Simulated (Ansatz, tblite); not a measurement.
# (F)2Al-NH-SiH3 (AlF2H4NSi): a ladder of methods and basis sets

The task here is to estimate one member of a computed series from the others.

Program: Ansatz 0.2.0, Gaussian basis. Level of theory: as each input shows. These are calculated values, not measurements.

Levels to be run: GFN1-xTB, GFN2-xTB, PBE-D4/def2-TZVP, r2SCAN-D4/def2-TZVP, LDA/def2-TZVP, B97M-V/def2-TZVP, BLYP-D4/def2-TZVP, HSE06-D4/def2-TZVP, B3LYP-D4/def2-TZVP, HF/def2-TZVP, ωB97X-V/def2-TZVP, PBE-D4/def2-SVP, PBE0-D4/def2-SVP, HF/STO-3G, PBE0-D4/def2-TZVPD, PBE-D4/def2-TZVPD, r2SCAN-D4/def2-TZVPD, CCSD(T)/def2-TZVPP, MP2/def2-TZVP, RPA/def2-TZVP.

## The structure

The singlet was relaxed beforehand with PBE-D4/def2-SVP.

9 atoms, charge 0, spin multiplicity 1.

Bond lengths: Al1–F2 1.666 Å, Al1–F3 1.668 Å, Al1–N4 1.778 Å, N4–Si5 1.760 Å, N4–H6 1.027 Å, Si5–H7 1.508 Å, Si5–H8 1.508 Å, Si5–H9 1.502 Å. Angles: F2–Al1–F3 118.8°, F2–Al1–N4 121.2°, F3–Al1–N4 120.0°, Al1–N4–Si5 129.1°, Al1–N4–H6 115.7°, Si5–N4–H6 115.2°, N4–Si5–H7 111.8°, N4–Si5–H8 111.9°, N4–Si5–H9 106.7°, H7–Si5–H8 107.4°, H7–Si5–H9 109.5°, H8–Si5–H9 109.5°.

PBE0-D4/def2-TZVP was run before; its log isn't repeated, and its numbers join the tables.

The first run:

Tight binding, by tblite at 300 K electronic temperature and without a spin-polarisation term:

```python
tblite.interface.Calculator('GFN1-xTB', numbers, positions, charge=0, uhf=0).singlepoint()
```

Tight binding, by tblite at 300 K electronic temperature and without a spin-polarisation term:

```python
tblite.interface.Calculator('GFN2-xTB', numbers, positions, charge=0, uhf=0).singlepoint()
```

start.molden holds the orbitals of an earlier run on this state, given as this run's starting guess.

in.yaml

```yaml
crystal:
  periodic: [false, false, false]
  atoms:
    - {symbol: Al, position_ang: [-1.241088, -0.894268, -0.879951]}
    - {symbol: F, position_ang: [-2.212498, 0.366839, -1.373000]}
    - {symbol: F, position_ang: [-1.663254, -2.449300, -1.310130]}
    - {symbol: N, position_ang: [0.223732, -0.607059, 0.086938]}
    - {symbol: Si, position_ang: [0.895360, 0.915039, 0.660716]}
    - {symbol: H, position_ang: [0.755666, -1.445586, 0.349024]}
    - {symbol: H, position_ang: [2.288089, 1.147859, 0.131709]}
    - {symbol: H, position_ang: [0.970789, 0.964614, 2.165896]}
    - {symbol: H, position_ang: [-0.016795, 2.001873, 0.168788]}
basis:
  gaussian: {orbitals: def2-TZVP, initial_orbitals: start.molden}
hamiltonian: {xc: pbe, dispersion: d4}
scf: {omitted_lower_state_checks: [starts]}
output: {orbitals: {seedname: orbitals}}
```

Started as:

```sh
$ ansatz run in.yaml --threads 4 --pin off --events-out ev --progress --plain --max-ram 3916MiB
```

Among the steps run: PBE-D4/def2-TZVP; r2SCAN-D4/def2-TZVP; LDA/def2-TZVP; B97M-V/def2-TZVP; BLYP-D4/def2-TZVP; HSE06-D4/def2-TZVP; B3LYP-D4/def2-TZVP; HF/def2-TZVP; ωB97X-V/def2-TZVP; PBE-D4/def2-SVP; PBE0-D4/def2-SVP; HF/STO-3G; PBE0-D4/def2-TZVPD; PBE-D4/def2-TZVPD; r2SCAN-D4/def2-TZVPD; CCSD(T)/def2-TZVPP; MP2/def2-TZVP; RPA/def2-TZVP.

One table of the session follows, with a row left open; its other results are not shown here.

```
               level  HOMO (eV)  LUMO (eV)  gap (eV)
           HF/STO-3G      -7.58      10.29     17.87
        HF/def2-TZVP     -11.38       1.82     13.20
       LDA/def2-TZVP      -6.91      -2.23      4.68
     PBE-D4/def2-SVP      -6.55      -1.70      4.85
    PBE-D4/def2-TZVP      -6.76      -1.96      4.81
   PBE-D4/def2-TZVPD      -6.82      -2.13      4.68
   BLYP-D4/def2-TZVP      -6.64      -1.91      4.72
 r2SCAN-D4/def2-TZVP      -7.06      -1.50      5.57
r2SCAN-D4/def2-TZVPD      -7.09      -1.64      5.45
    B97M-V/def2-TZVP      -7.15      -1.84      5.31
  B3LYP-D4/def2-TZVP      -7.88      -1.40      6.48
    PBE0-D4/def2-SVP      -7.97      -0.85      7.12
   PBE0-D4/def2-TZVP      -8.11      -1.09      7.02
  PBE0-D4/def2-TZVPD          ?          ?         ?
  HSE06-D4/def2-TZVP      -7.71      -1.46      6.25
   ωB97X-V/def2-TZVP     -10.52       0.88     11.41
```

Estimate the missing values for PBE0-D4/def2-TZVPD.

**Answer.** HOMO (eV): -8.15; LUMO (eV): -1.32; gap (eV): 6.83. In the column «HOMO (eV)» it lies between ωB97X-V/def2-TZVP (-10.52) and PBE0-D4/def2-TZVP (-8.11).
